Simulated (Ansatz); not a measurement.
# Cl₂FGeI: basis-set convergence

How large a basis does Cl₂FGeI need? Two functionals are run in growing sets.

Method: one geometry, several basis sets; program: Ansatz 0.2.0, Gaussian basis.

The runs, in order: PBE0-D4/def2-SVP; ωB97M-V/def2-SVP; PBE0-D4/def2-QZVPP; ωB97M-V/def2-QZVPP; the functionals' def2-TZVPP values are taken from earlier runs.

## Step 1: The geometry

The geometry comes from an earlier relaxation with PBE0-D4 in a triple-zeta def2 set; it is a stationary point. I takes the def2 core potential; no spin-orbit term is included.

SMILES `[F][Ge]([Cl])([Cl])[I]`, 5 atoms, charge 0, spin multiplicity 1.

Atoms are counted from 1 here; the program's logs count them from 0.

Bond lengths: F1–Ge2 1.717 Å, Ge2–Cl3 2.116 Å, Ge2–Cl4 2.116 Å, Ge2–I5 2.466 Å. Angles: F1–Ge2–Cl3 106.6°, F1–Ge2–Cl4 106.6°, F1–Ge2–I5 108.6°, Cl3–Ge2–Cl4 109.9°, Cl3–Ge2–I5 112.4°, Cl4–Ge2–I5 112.4°.

## Step 2: PBE0-D4 in def2-SVP

in.yaml

```yaml
crystal:
  periodic: [false, false, false]
  atoms:
    - {symbol: F, position_ang: [-0.395740, -0.050008, 1.716875]}
    - {symbol: Ge, position_ang: [-0.006633, -0.060081, 0.044763]}
    - {symbol: Cl, position_ang: [1.716243, -1.269672, -0.167055]}
    - {symbol: Cl, position_ang: [-1.643804, -0.957139, -0.950848]}
    - {symbol: I, position_ang: [0.379733, 2.263200, -0.685136]}
basis:
  gaussian: {orbitals: def2-SVP}
hamiltonian: {xc: pbe0, dispersion: d4}
output: {orbitals: {seedname: orbitals}}
```

Run with:

```sh
ansatz run in.yaml --threads 2 --pin off --events-out ev --progress --plain --max-ram 22528MiB --backend cpu
```

Further steps of the session: ωB97M-V in def2-SVP; PBE0-D4 in def2-QZVPP; ωB97M-V in def2-QZVPP.

**Question.** What will the summary of the whole plan be? Wanted: PBE0-D4: double and triple zeta above quadruple; ωB97M-V: double and triple zeta above quadruple.

As calculated:

```
                                       quantity           value
PBE0-D4: double and triple zeta above quadruple  21.71, 2.14 eV
ωB97M-V: double and triple zeta above quadruple  21.55, 2.05 eV
```

For PBE0-D4 the step from double to triple zeta gains 19.57 eV and the next only 2.14 eV. Total energies overstate the basis error of differences, where much of it tends to cancel.
